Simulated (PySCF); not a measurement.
# P: excitation energy in aug-cc-pwCVTZ

Wanted: the excitation energy of phosphorus, up a ladder of methods.

The numbers are computed with PySCF 2.14.0 (unrestricted determinants in a Gaussian basis, no spin-orbit coupling in the energies), except any that are marked as measured or tabulated.

### 1 The system

```
Element                                   : phosphorus (Z = 15)
Basis                                     : aug-cc-pwCVTZ (8s7p5d3f, 75 functions)
Hamiltonian                               : no relativity, point nucleus
State 1                                   : P: [Ne] 3s1 3p3 4s1, high-spin 6S determinant (an excited configuration)
Needed too, but not shown                 : P [Ne] 3s2 3p3 (4S)
Methods                                   : CCSD(T)
Core shells frozen in the correlated runs : all electrons: nothing (for P)
```

The outer shells:

P [Ne] 3s1 3p3 4s1
```
[Ne] core
3s [↑ ]
3p [↑ ][↑ ][↑ ]
4s [↑ ]
```

One driver process ran all states and methods and kept the integrals in memory. Each run is shown as a PySCF script that sums up its settings (the driver passes frozen orbitals as a list and adds second-order terms of double hybrids); the logs are those of the runs themselves. The driver starts from symmetry-adapted Hartree-Fock orbitals, holds the occupation by maximum overlap and uses a logarithmic radial grid for functionals, so a plain start would take other cycles.

The integrals over 75 functions and the set-up took 0.18 s of CPU time.

### 2 P [Ne] 3s1 3p3 4s1, at CCSD(T) (all electrons)

#### CCSD(T) (all electrons)

input.py reads:

```python
from pyscf import gto, scf, dft, mp, cc
import basis_set_exchange as bse
mol = gto.M(atom="P 0 0 0", charge=0, spin=5, symmetry="D2h",
            basis=gto.basis.parse(bse.get_basis("aug-cc-pwCVTZ", elements=["P"], fmt="nwchem")))
mf = scf.UHF(mol)
mf.irrep_nelec = {'Ag': (4, 2), 'B1u': (2, 1), 'B2u': (2, 1), 'B3u': (2, 1)}
mf.kernel()
mycc = cc.CCSD(mf, frozen=0).run()
mycc.ccsd_t()
```

Q: Predict the outcome of this session.

The runs gave:

| quantity | value |
| --- | --- |
| excitation energy, P → [Ne] 3s1 3p3 4s1 | UHF 10.699, CCSD(T) (all electrons) 12.551 eV |

Each level's miss (mean over 1 difference):

```csv
method,mean absolute miss against CCSD(T) (all electrons) (eV)
UHF,1.852
MP2 (all electrons),0.206
SCS-MP2 (all electrons),0.239
CCSD (all electrons),0.108
CCSD(T) (all electrons),0.000
```

What this shows: The methods span 2.091 eV, from UHF (10.699) to SCS-MP2 (all electrons) (12.790). No reference value is at hand in this session. All values hold for this basis alone; no basis-set limit was taken.
